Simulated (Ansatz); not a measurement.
# CH7FSiSn: basis-set convergence

One table from this session's results is given with a row withheld; the runs are named, their logs left out.

Method: one geometry, several basis sets; program: Ansatz 0.2.0, Gaussian basis.

Plan: PBE0-D4/def2-SVP; ωB97M-V/def2-SVP; PBE0-D4/def2-QZVPP; ωB97M-V/def2-QZVPP; the functionals' def2-TZVPP values are taken from earlier runs.

## The geometry

An earlier PBE0-D4 in a triple-zeta def2 set relaxation fixed the geometry. Sn takes the def2 core potential; no spin-orbit term is included.

SMILES `F[CH]([SiH3])[SnH3]`, 11 atoms, charge 0, spin multiplicity 1.

Atoms are counted from 1 here; the program's logs count them from 0.

Bond lengths: F1–C2 1.403 Å, C2–Si3 1.885 Å, C2–Sn4 2.179 Å, C2–H5 1.096 Å, Si3–H6 1.486 Å, Si3–H7 1.489 Å, Si3–H8 1.485 Å, Sn4–H9 1.705 Å, Sn4–H10 1.708 Å, Sn4–H11 1.704 Å. Angles: F1–C2–Si3 110.1°, F1–C2–Sn4 108.1°, F1–C2–H5 107.5°, Si3–C2–Sn4 114.0°, Si3–C2–H5 110.1°, Sn4–C2–H5 106.9°, C2–Si3–H6 111.5°, C2–Si3–H7 106.9°, C2–Si3–H8 109.9°, H6–Si3–H7 109.7°, H6–Si3–H8 109.4°, H7–Si3–H8 109.4°, C2–Sn4–H9 109.2°, C2–Sn4–H10 108.9°, C2–Sn4–H11 108.1°, H9–Sn4–H10 109.9°, H9–Sn4–H11 110.4°, H10–Sn4–H11 110.2°.

Set-up of the first run:

File in.yaml:

```yaml
crystal:
  periodic: [false, false, false]
  atoms:
    - {symbol: F, position_ang: [-1.725223, 0.994081, -0.152959]}
    - {symbol: C, position_ang: [-0.360487, 0.694371, -0.274725]}
    - {symbol: Si, position_ang: [0.485807, 0.834111, 1.404351]}
    - {symbol: Sn, position_ang: [-0.180148, -1.272135, -1.195767]}
    - {symbol: H, position_ang: [0.073733, 1.415825, -0.976772]}
    - {symbol: H, position_ang: [0.332971, 2.196531, 1.978639]}
    - {symbol: H, position_ang: [1.928623, 0.538810, 1.188122]}
    - {symbol: H, position_ang: [-0.085922, -0.164511, 2.343427]}
    - {symbol: H, position_ang: [-0.663460, -2.462277, -0.074557]}
    - {symbol: H, position_ang: [1.446975, -1.525169, -1.648904]}
    - {symbol: H, position_ang: [-1.187369, -1.306836, -2.570254]}
basis:
  gaussian: {orbitals: def2-SVP}
hamiltonian: {xc: pbe0, dispersion: d4}
output: {orbitals: {seedname: orbitals}}
```

The run is started by

```sh
$ ansatz run in.yaml --threads 4 --pin off --events-out ev --progress --plain --max-ram 10444MiB
```

Among the steps run: PBE0-D4 in def2-SVP; ωB97M-V in def2-SVP; PBE0-D4 in def2-QZVPP; ωB97M-V in def2-QZVPP.

One table of the session follows, with a row left open; its other results are not shown here.

```
functional       basis  HOMO (eV)  LUMO (eV)
   PBE0-D4    def2-SVP      -7.77       0.15
   PBE0-D4  def2-TZVPP      -7.84      -0.19
   PBE0-D4  def2-QZVPP      -7.86      -0.27
   ωB97M-V    def2-SVP      -9.89       1.87
   ωB97M-V  def2-TZVPP          ?          ?
   ωB97M-V  def2-QZVPP     -10.01       1.00
```

Estimate the missing values for ωB97M-V, def2-TZVPP.

The run gave: HOMO (eV): -9.99; LUMO (eV): 1.25. In the column «HOMO (eV)» it lies between ωB97M-V, def2-QZVPP (-10.01) and ωB97M-V, def2-SVP (-9.89).
